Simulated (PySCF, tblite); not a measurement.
**C3H7B2F3: a rotation path, then NMR shifts on frames**

Aim: move C3H7B2F3 (`BCBCC(F)(F)F`) away from its starting geometry and see how NMR shifts follow the geometry.

Computed with tblite 0.8.0 and PySCF 2.14.0, with density-fitted response routines of our own, on a single molecule in the gas phase. Atoms are numbered from 0 throughout.

### Step 1. The starting structure

15 atoms, charge 0, multiplicity 1; geometry from: GFN2-xTB.

Bonds of the start (Å): B0–C1 1.57, C1–B2 1.56, B2–C3 1.59, C3–C4 1.51, C4–F5 1.34, C4–F6 1.35, C4–F7 1.34, B0–H8 1.17, B0–H9 1.17, C1–H10 1.09, C1–H11 1.09, B2–H12 1.17, C3–H13 1.09, C3–H14 1.09.

### Step 2. The rotation path with GFN2-xTB

What the job is given:

```
{"job": {"kind": "neb", "xc": "GFN2-xTB", "basis": "xTB", "atoms": [2, 3, 4, 7], "turn": 120}, "charge": 0, "multiplicity": 1}
B      2.494488     0.087181     0.408232
C      1.514112    -0.702405    -0.536458
B      0.183453     0.114935    -0.601874
C     -1.057071    -0.375774     0.261258
C     -2.207991     0.597765     0.302149
F     -1.858115     1.795533     0.801330
F     -3.227425     0.162896     1.071043
F     -2.736666     0.832233    -0.910280
H      2.615312    -0.234258     1.525444
H      3.098379     0.997556    -0.004282
H      1.351184    -1.716627    -0.176837
H      1.952751    -0.732377    -1.533485
H      0.093008     1.074587    -1.263567
H     -0.767548    -0.580735     1.294469
H     -1.452285    -1.312521    -0.141090
```

Method: GFN2-xTB climbing-image nudged elastic band, gas phase.

Run with:

```bash
$ OMP_NUM_THREADS=1 python probes_run.py task.json out
```

The driver reads the jobs from task.json and runs them one after another.

The log of the run:

```text
image   E - E0 / eV
  0      -0.0000
  1       0.0166
  2       0.0530
  3       0.0897
  4       0.1046
  5       0.0881
  6       0.0502
  7       0.0138
  8      -0.0001
```

It took 5.9 s on 1 thread, shared host.

The final band, with the dihedral B2–C3–C4–F7:

```tsv
image	dihedral (°)	energy (eV)	energy (kcal/mol)
0	62	0.000	0.0
1	76	0.017	0.4
2	91	0.053	1.2
3	106	0.090	2.1
4	122	0.105	2.4
5	137	0.088	2.0
6	152	0.050	1.2
7	167	0.014	0.3
8	181	0.000	0.0
```

### Step 3. Nuclear shieldings: image 0, PBE0/pcSseg-1

What the job is given:

```
{"job": {"kind": "nmr", "xc": "PBE0", "basis": "pcSseg-1", "pop": false}, "charge": 0, "multiplicity": 1}
B      2.494500     0.087200     0.408200
C      1.514100    -0.702400    -0.536500
B      0.183500     0.114900    -0.601900
C     -1.057100    -0.375800     0.261300
C     -2.208000     0.597800     0.302100
F     -1.858100     1.795500     0.801300
F     -3.227400     0.162900     1.071000
F     -2.736700     0.832200    -0.910300
H      2.615300    -0.234300     1.525400
H      3.098400     0.997600    -0.004300
H      1.351200    -1.716600    -0.176800
H      1.952800    -0.732400    -1.533500
H      0.093000     1.074600    -1.263600
H     -0.767500    -0.580700     1.294500
H     -1.452300    -1.312500    -0.141100
```

Method: GIAO PBE0/pcSseg-1 NMR shielding, non-relativistic, gas phase.

The log of the run:

```text
coarse grid: 13032 points
cycle   1  E = -467.0003331713  dE =  8.929e-01  |g| = 9.128e-01  |ddm| = 3.252e+00
cycle   2  E = -466.8828900417  dE =  1.174e-01  |g| = 1.297e+00  |ddm| = 1.092e+00
cycle   3  E = -467.1484455348  dE = -2.656e-01  |g| = 7.460e-02  |ddm| = 6.403e-01
cycle   4  E = -467.1493830715  dE = -9.375e-04  |g| = 3.709e-02  |ddm| = 7.427e-02
cycle   5  E = -467.1496849484  dE = -3.019e-04  |g| = 4.527e-03  |ddm| = 2.942e-02
cycle   6  E = -467.1496901710  dE = -5.223e-06  |g| = 1.298e-03  |ddm| = 6.384e-03
final grid: 128456 points
cycle   7  E = -467.2121884442  dE = -5.311e-05  |g| = 8.572e-03  |ddm| = 2.391e-02
cycle   8  E = -467.2121810781  dE =  7.366e-06  |g| = 1.093e-02  |ddm| = 1.391e-02
cycle   9  E = -467.2122053426  dE = -2.426e-05  |g| = 8.060e-04  |ddm| = 7.110e-03
cycle  10  E = -467.2122054576  dE = -1.150e-07  |g| = 2.560e-04  |ddm| = 6.843e-04
cycle  11  E = -467.2122054684  dE = -1.084e-08  |g| = 6.103e-05  |ddm| = 1.638e-04
cycle  12  E = -467.2122054693  dE = -8.749e-10  |g| = 1.263e-05  |ddm| = 5.235e-05
converged SCF energy = -467.2122054693

GIAO shielding tensors (ppm)
atom      isotropic    diamagn.    paramagn.     s11        s22        s33       span
  0 B       10.677     191.504    -180.827    -64.988    -35.528    132.545    197.533
  1 C      125.010     257.135    -132.125     32.413    143.366    199.252    166.839
  2 B       15.858     191.898    -176.040    -51.554    -25.009    124.138    175.692
  3 C      144.378     256.703    -112.325    123.822    139.676    169.635     45.813
  4 C       49.567     242.941    -193.374     41.891     50.649     56.160     14.269
  5 F      249.929     475.428    -225.499    163.464    245.849    340.475    177.011
  6 F      243.448     470.240    -226.793    156.341    233.530    340.474    184.133
  7 F      252.029     473.457    -221.428    163.823    249.408    342.856    179.034
  8 H       23.699      29.529      -5.829     15.485     27.026     28.587     13.102
  9 H       23.469      29.165      -5.696     15.568     26.892     27.948     12.380
 10 H       27.938      32.981      -5.043     26.461     26.916     30.437      3.976
 11 H       28.063      30.204      -2.141     25.107     27.463     31.618      6.511
 12 H       23.695      30.909      -7.215     16.685     25.611     28.788     12.103
 13 H       29.245      32.836      -3.592     24.832     29.360     33.542      8.709
 14 H       29.405      31.180      -1.775     25.146     29.738     33.331      8.185
```

It took 50 s on 1 thread, shared host.

Shifts follow as δ = σ(reference) − σ, with reference shieldings (ppm) from runs at the same level and on the same kind of geometry: ¹H TMS 31.72, ¹³C TMS 186.9, ¹⁹F CFCl3 170.9, ¹¹B BF3·OEt2 100.1. The references are single molecules in the gas phase, so shifts against H2O, NH3, PH3, H3PO4 or CFCl3 are not on the usual liquid scales and can be off by tens of ppm. Each atom is listed at this fixed geometry, with no averaging over motion; a spectrum would average atoms that exchange fast.

```tsv
atoms	environment	σ (ppm)	δ (ppm)
C4	CF3 carbon	49.6	137.4
C1	sp3 CH2 bonded to 2 B	125.0	61.9
C3	sp3 CH2 bonded to B	144.4	42.5
H9	hydrogen on a boron bonded to C	23.47	8.25
H12	hydrogen on a boron bonded to 2 C	23.69	8.02
H8	hydrogen on a boron bonded to C	23.70	8.02
H10	hydrogen on an sp3 CH2 bonded to 2 B	27.94	3.78
H11	hydrogen on an sp3 CH2 bonded to 2 B	28.06	3.65
H13	hydrogen on an sp3 CH2 bonded to B	29.24	2.47
H14	hydrogen on an sp3 CH2 bonded to B	29.41	2.31
B0	boron bonded to C, 2 H	10.7	89.4
B2	boron bonded to 2 C, H	15.9	84.2
F6	fluorine of a CF3 group	243.4	-72.5
F5	fluorine of a CF3 group	249.9	-79.0
F7	fluorine of a CF3 group	252.0	-81.1
```

### Step 4. NMR shieldings: image 2, PBE0/pcSseg-1

What the job is given:

```
{"job": {"kind": "nmr", "xc": "PBE0", "basis": "pcSseg-1", "pop": false}, "charge": 0, "multiplicity": 1}
B      2.482300     0.034500     0.491000
C      1.527900    -0.667600    -0.545200
B      0.206400     0.164900    -0.610800
C     -1.061900    -0.371500     0.180900
C     -2.223300     0.591800     0.294200
F     -1.858700     1.884100     0.305600
F     -2.931600     0.408700     1.427500
F     -3.102500     0.462800    -0.714800
H      2.577200    -0.381700     1.579200
H      3.099100     0.973800     0.173600
H      1.341100    -1.704500    -0.272700
H      2.010200    -0.625600    -1.521300
H      0.156900     1.174000    -1.197700
H     -0.775400    -0.656900     1.195400
H     -1.452100    -1.278800    -0.288700
```

Method: GIAO PBE0/pcSseg-1 NMR shielding, non-relativistic, gas phase.

The log of the run:

```text
coarse grid: 13032 points
cycle   1  E = -466.9966477318  dE =  8.930e-01  |g| = 9.158e-01  |ddm| = 3.255e+00
cycle   2  E = -466.8773925052  dE =  1.193e-01  |g| = 1.304e+00  |ddm| = 1.098e+00
cycle   3  E = -467.1458443051  dE = -2.685e-01  |g| = 7.458e-02  |ddm| = 6.417e-01
cycle   4  E = -467.1467827505  dE = -9.384e-04  |g| = 3.740e-02  |ddm| = 7.451e-02
cycle   5  E = -467.1470900980  dE = -3.073e-04  |g| = 4.492e-03  |ddm| = 2.946e-02
cycle   6  E = -467.1470952336  dE = -5.136e-06  |g| = 1.299e-03  |ddm| = 6.381e-03
final grid: 128456 points
cycle   7  E = -467.2093413840  dE = -5.296e-05  |g| = 8.191e-03  |ddm| = 2.381e-02
cycle   8  E = -467.2093348416  dE =  6.542e-06  |g| = 1.038e-02  |ddm| = 1.322e-02
cycle   9  E = -467.2093569770  dE = -2.214e-05  |g| = 7.872e-04  |ddm| = 6.781e-03
cycle  10  E = -467.2093570828  dE = -1.058e-07  |g| = 2.513e-04  |ddm| = 6.559e-04
cycle  11  E = -467.2093570932  dE = -1.039e-08  |g| = 6.187e-05  |ddm| = 1.651e-04
cycle  12  E = -467.2093570941  dE = -8.945e-10  |g| = 1.255e-05  |ddm| = 5.296e-05
converged SCF energy = -467.2093570941

GIAO shielding tensors (ppm)
atom      isotropic    diamagn.    paramagn.     s11        s22        s33       span
  0 B       10.877     191.402    -180.525    -64.255    -35.616    132.503    196.758
  1 C      126.003     257.175    -131.172     34.773    143.136    200.101    165.328
  2 B       16.130     191.561    -175.431    -49.108    -26.385    123.883    172.992
  3 C      143.233     257.435    -114.202    120.224    137.787    171.688     51.464
  4 C       49.828     242.075    -192.247     42.797     51.249     55.437     12.640
  5 F      247.940     475.527    -227.588    162.825    245.367    335.626    172.801
  6 F      236.835     471.043    -234.209    157.209    212.703    340.591    183.382
  7 F      242.008     471.720    -229.712    157.882    229.384    338.757    180.875
  8 H       23.703      29.513      -5.809     15.570     26.998     28.542     12.971
  9 H       23.490      29.165      -5.676     15.620     26.897     27.953     12.333
 10 H       27.999      33.024      -5.024     26.496     27.015     30.486      3.990
 11 H       28.129      30.180      -2.051     25.105     27.524     31.757      6.652
 12 H       23.619      30.846      -7.227     16.737     25.369     28.750     12.012
 13 H       29.175      33.169      -3.994     24.238     29.582     33.706      9.468
 14 H       29.100      31.176      -2.076     24.617     29.985     32.697      8.080
```

Run time: 50 s. Hardware: 1 thread, shared host.

Key values: δ C4 137.1, C1 60.9, C3 43.7, B0 89.2, H9 8.23, H12 8.10 ppm.

### Step 5. NMR shieldings: image 4, PBE0/pcSseg-1

What the job is given:

```
{"job": {"kind": "nmr", "xc": "PBE0", "basis": "pcSseg-1", "pop": false}, "charge": 0, "multiplicity": 1}
B      2.472100    -0.022100     0.561500
C      1.546300    -0.635100    -0.553200
B      0.234800     0.214400    -0.583600
C     -1.068100    -0.368300     0.112200
C     -2.235200     0.588300     0.281400
F     -2.025900     1.822300    -0.202100
F     -2.561900     0.761900     1.576900
F     -3.354900     0.150800    -0.326500
H      2.533100    -0.523100     1.615600
H      3.097200     0.938700     0.338200
H      1.347500    -1.689500    -0.373100
H      2.052000    -0.514100    -1.510800
H      0.217000     1.266000    -1.091300
H     -0.820800    -0.753800     1.104100
H     -1.437800    -1.228400    -0.453300
```

With the program's defaults for keys left out, this is: GIAO PBE0/pcSseg-1 NMR shielding, non-relativistic, gas phase.

The log of the run:

```text
coarse grid: 13032 points
cycle   1  E = -466.9920387261  dE =  8.949e-01  |g| = 9.185e-01  |ddm| = 3.256e+00
cycle   2  E = -466.8711883823  dE =  1.209e-01  |g| = 1.310e+00  |ddm| = 1.106e+00
cycle   3  E = -467.1422749061  dE = -2.711e-01  |g| = 7.473e-02  |ddm| = 6.451e-01
cycle   4  E = -467.1432211597  dE = -9.463e-04  |g| = 3.764e-02  |ddm| = 7.494e-02
cycle   5  E = -467.1435329191  dE = -3.118e-04  |g| = 4.462e-03  |ddm| = 2.962e-02
cycle   6  E = -467.1435380140  dE = -5.095e-06  |g| = 1.290e-03  |ddm| = 6.433e-03
final grid: 128456 points
cycle   7  E = -467.2064629524  dE = -5.354e-05  |g| = 8.054e-03  |ddm| = 2.452e-02
cycle   8  E = -467.2064569288  dE =  6.024e-06  |g| = 1.011e-02  |ddm| = 1.327e-02
cycle   9  E = -467.2064782413  dE = -2.131e-05  |g| = 7.966e-04  |ddm| = 6.696e-03
cycle  10  E = -467.2064783464  dE = -1.052e-07  |g| = 2.548e-04  |ddm| = 6.451e-04
cycle  11  E = -467.2064783571  dE = -1.062e-08  |g| = 6.202e-05  |ddm| = 1.695e-04
cycle  12  E = -467.2064783580  dE = -9.021e-10  |g| = 1.278e-05  |ddm| = 5.311e-05
converged SCF energy = -467.2064783580

GIAO shielding tensors (ppm)
atom      isotropic    diamagn.    paramagn.     s11        s22        s33       span
  0 B       10.802     191.475    -180.672    -64.936    -35.313    132.655    197.591
  1 C      125.965     257.231    -131.265     34.620    143.205    200.071    165.451
  2 B       15.548     191.232    -175.685    -48.540    -28.218    123.402    171.942
  3 C      142.091     257.730    -115.639    116.163    136.801    173.309     57.147
  4 C       50.137     241.479    -191.342     43.896     51.873     54.642     10.747
  5 F      243.813     474.906    -231.093    156.671    248.882    325.885    169.213
  6 F      232.026     472.314    -240.289    157.632    199.759    338.686    181.053
  7 F      234.444     470.139    -235.695    159.700    202.895    340.737    181.037
  8 H       23.697      29.518      -5.821     15.534     27.002     28.557     13.023
  9 H       23.465      29.180      -5.716     15.556     26.895     27.943     12.387
 10 H       27.997      33.023      -5.026     26.506     26.977     30.509      4.004
 11 H       28.105      30.189      -2.085     25.113     27.518     31.684      6.570
 12 H       23.516      30.896      -7.380     16.608     25.045     28.895     12.287
 13 H       28.920      33.035      -4.116     23.918     29.574     33.267      9.348
 14 H       29.001      31.251      -2.250     24.185     30.121     32.698      8.512
```

It took 49 s on 1 thread, shared host.

In short: δ C4 136.8, C1 61.0, C3 44.8, B0 89.3, H9 8.25, H12 8.20 ppm.

### Step 6. Nuclear shieldings: image 6, PBE0/pcSseg-1

What the job is given:

```
{"job": {"kind": "nmr", "xc": "PBE0", "basis": "pcSseg-1", "pop": false}, "charge": 0, "multiplicity": 1}
B      2.456000    -0.080300     0.626200
C      1.555500    -0.590700    -0.558500
B      0.248700     0.266200    -0.544200
C     -1.075900    -0.377000     0.050700
C     -2.230200     0.577400     0.263100
F     -2.280600     1.586400    -0.620000
F     -2.192400     1.149700     1.479800
F     -3.430100    -0.032700     0.177400
H      2.486500    -0.667900     1.635800
H      3.092000     0.890600     0.498700
H      1.346500    -1.655100    -0.473000
H      2.085500    -0.393800    -1.490000
H      0.241000     1.358900    -0.957900
H     -0.875100    -0.849400     1.015100
H     -1.431900    -1.174400    -0.607200
```

Method: GIAO PBE0/pcSseg-1 NMR shielding, non-relativistic, gas phase.

The log of the run:

```text
coarse grid: 13032 points
cycle   1  E = -466.9969196872  dE =  8.958e-01  |g| = 9.159e-01  |ddm| = 3.252e+00
cycle   2  E = -466.8778114777  dE =  1.191e-01  |g| = 1.304e+00  |ddm| = 1.101e+00
cycle   3  E = -467.1461587247  dE = -2.683e-01  |g| = 7.468e-02  |ddm| = 6.436e-01
cycle   4  E = -467.1471021266  dE = -9.434e-04  |g| = 3.734e-02  |ddm| = 7.465e-02
cycle   5  E = -467.1474086219  dE = -3.065e-04  |g| = 4.506e-03  |ddm| = 2.956e-02
cycle   6  E = -467.1474138017  dE = -5.180e-06  |g| = 1.305e-03  |ddm| = 6.409e-03
final grid: 128456 points
cycle   7  E = -467.2093631186  dE = -5.205e-05  |g| = 8.119e-03  |ddm| = 2.474e-02
cycle   8  E = -467.2093569709  dE =  6.148e-06  |g| = 1.022e-02  |ddm| = 1.345e-02
cycle   9  E = -467.2093785885  dE = -2.162e-05  |g| = 8.016e-04  |ddm| = 6.763e-03
cycle  10  E = -467.2093786975  dE = -1.090e-07  |g| = 2.516e-04  |ddm| = 6.564e-04
cycle  11  E = -467.2093787078  dE = -1.030e-08  |g| = 6.261e-05  |ddm| = 1.662e-04
cycle  12  E = -467.2093787087  dE = -9.098e-10  |g| = 1.293e-05  |ddm| = 5.286e-05
converged SCF energy = -467.2093787087

GIAO shielding tensors (ppm)
atom      isotropic    diamagn.    paramagn.     s11        s22        s33       span
  0 B       10.768     191.487    -180.720    -65.063    -35.289    132.656    197.719
  1 C      125.275     257.237    -131.962     33.188    143.304    199.332    166.144
  2 B       15.466     191.488    -176.022    -50.347    -26.937    123.682    174.029
  3 C      143.300     257.080    -113.779    119.416    138.794    171.691     52.275
  4 C       49.931     242.273    -192.342     42.910     51.245     55.639     12.728
  5 F      250.591     474.193    -223.603    161.532    254.507    335.733    174.201
  6 F      239.903     474.185    -234.282    155.795    228.271    335.643    179.848
  7 F      239.173     469.819    -230.646    156.795    218.764    341.959    185.164
  8 H       23.699      29.504      -5.805     15.518     27.021     28.559     13.041
  9 H       23.465      29.176      -5.711     15.546     26.903     27.946     12.400
 10 H       27.952      33.035      -5.083     26.480     26.942     30.433      3.953
 11 H       28.096      30.189      -2.093     25.108     27.503     31.678      6.569
 12 H       23.583      30.913      -7.330     16.652     25.226     28.871     12.220
 13 H       29.033      32.845      -3.812     24.525     29.442     33.130      8.605
 14 H       29.303      31.244      -1.940     24.689     29.907     33.315      8.626
```

Run time: 48 s. Hardware: 1 thread, shared host.

This run: δ C4 137.0, C1 61.7, C3 43.6, B0 89.3, H9 8.25, H12 8.13 ppm.

### Step 7. Nuclear shieldings: image 8, PBE0/pcSseg-1

What the job is given:

```
{"job": {"kind": "nmr", "xc": "PBE0", "basis": "pcSseg-1", "pop": false}, "charge": 0, "multiplicity": 1}
B      2.431100    -0.149100     0.685700
C      1.569400    -0.537700    -0.573100
B      0.256300     0.308000    -0.505700
C     -1.078400    -0.385700     0.006700
C     -2.221200     0.569300     0.245000
F     -2.600900     1.217800    -0.868400
F     -1.926400     1.515500     1.152900
F     -3.327400    -0.050400     0.705900
H      2.414700    -0.827500     1.637300
H      3.082800     0.819800     0.673100
H      1.366300    -1.606700    -0.596800
H      2.123000    -0.250400    -1.466700
H      0.246500     1.435600    -0.814300
H     -0.912200    -0.930800     0.938600
H     -1.428100    -1.119700    -0.724300
```

Level: GIAO PBE0/pcSseg-1 NMR shielding, non-relativistic, gas phase.

The log of the run:

```text
coarse grid: 13032 points
cycle   1  E = -467.0011336142  dE =  8.915e-01  |g| = 9.131e-01  |ddm| = 3.252e+00
cycle   2  E = -466.8833758522  dE =  1.178e-01  |g| = 1.298e+00  |ddm| = 1.092e+00
cycle   3  E = -467.1493211416  dE = -2.659e-01  |g| = 7.461e-02  |ddm| = 6.405e-01
cycle   4  E = -467.1502593140  dE = -9.382e-04  |g| = 3.711e-02  |ddm| = 7.431e-02
cycle   5  E = -467.1505616880  dE = -3.024e-04  |g| = 4.520e-03  |ddm| = 2.941e-02
cycle   6  E = -467.1505668923  dE = -5.204e-06  |g| = 1.298e-03  |ddm| = 6.372e-03
final grid: 128456 points
cycle   7  E = -467.2121640219  dE = -5.342e-05  |g| = 8.403e-03  |ddm| = 2.597e-02
cycle   8  E = -467.2121572220  dE =  6.800e-06  |g| = 1.064e-02  |ddm| = 1.383e-02
cycle   9  E = -467.2121804268  dE = -2.320e-05  |g| = 8.102e-04  |ddm| = 6.983e-03
cycle  10  E = -467.2121805408  dE = -1.140e-07  |g| = 2.587e-04  |ddm| = 6.793e-04
cycle  11  E = -467.2121805518  dE = -1.099e-08  |g| = 6.229e-05  |ddm| = 1.659e-04
cycle  12  E = -467.2121805527  dE = -8.915e-10  |g| = 1.350e-05  |ddm| = 5.335e-05
converged SCF energy = -467.2121805527

GIAO shielding tensors (ppm)
atom      isotropic    diamagn.    paramagn.     s11        s22        s33       span
  0 B       10.590     191.516    -180.926    -65.083    -35.684    132.538    197.621
  1 C      125.078     257.083    -132.005     32.410    143.534    199.289    166.879
  2 B       15.824     191.884    -176.060    -51.529    -25.123    124.125    175.654
  3 C      144.438     256.680    -112.242    124.003    139.842    169.470     45.468
  4 C       49.513     242.967    -193.453     41.794     50.622     56.125     14.331
  5 F      252.078     473.457    -221.378    163.832    249.561    342.842    179.010
  6 F      249.756     475.404    -225.648    163.297    245.597    340.373    177.076
  7 F      243.338     470.258    -226.920    156.139    233.383    340.492    184.353
  8 H       23.697      29.534      -5.837     15.469     27.025     28.597     13.128
  9 H       23.466      29.164      -5.698     15.560     26.891     27.947     12.388
 10 H       27.949      32.966      -5.016     26.471     26.901     30.476      4.005
 11 H       28.047      30.191      -2.143     25.109     27.456     31.578      6.469
 12 H       23.698      30.907      -7.209     16.681     25.603     28.811     12.130
 13 H       29.251      32.837      -3.586     24.837     29.368     33.546      8.709
 14 H       29.409      31.187      -1.779     25.147     29.731     33.349      8.202
```

Run time: 48 s. Hardware: 1 thread, shared host.

Key values: δ C4 137.4, C1 61.8, C3 42.5, B0 89.5, H9 8.25, H8 8.02 ppm.

### Step 8. Run by run: NMR shifts

Shifts (ppm) of some atoms, chosen among heavy atoms and hydrogens apart, with basis size and wall time:

```tsv
frame	C1	C3	H13	H14	F6	F5	F7	functions	time
image 0	61.9	42.5	2.47	2.31	-72.5	-79.0	-81.1	171	50 s
image 2	60.9	43.7	2.54	2.62	-65.9	-77.0	-71.1	171	50 s
image 4	61.0	44.8	2.80	2.72	-61.1	-72.9	-63.5	171	49 s
image 6	61.7	43.6	2.68	2.41	-69.0	-79.6	-68.2	171	48 s
image 8	61.8	42.5	2.47	2.31	-78.8	-81.1	-72.4	171	48 s
```

### Step 9. Results

| quantity | value |
| --- | --- |
| barrier | 0.105 eV (2.4 kcal/mol) at image 4 |
| end to end (GFN2-xTB) | 0.000 eV |
| ¹³C shifts against TMS (PBE0/pcSseg-1, image 0) | 137.4, 61.9, 42.5 ppm |
| ¹H shifts against TMS (PBE0/pcSseg-1, image 0) | 8.25, 8.02, 8.02, 3.78, 3.65, 2.47, 2.31 ppm |
| ¹¹B shifts against BF3·OEt2 (PBE0/pcSseg-1, image 0) | 89.4, 84.2 ppm |
| ¹⁹F shifts against CFCl3 (PBE0/pcSseg-1, image 0) | -72.5, -79.0, -81.1 ppm |
| range of the shift of F6 | -78.8 to -61.1 ppm |

In words: Along the band the dihedral turns by 120°, and the top (dihedral 122°) lies 2.4 kcal/mol above the start (GFN2-xTB, rough), so at room temperature this motion is fast. The top was not checked by a frequency run. Shifts at one fixed geometry are not the observed spectrum, which averages over the motion. In the first frame run (image 0): The widest tensor belongs to B0: span 198 ppm, with a paramagnetic part of -181 ppm. Across the 5 runs the shift of F6 moves most, between -78.8 (image 8) and -61.1 ppm (image 4).
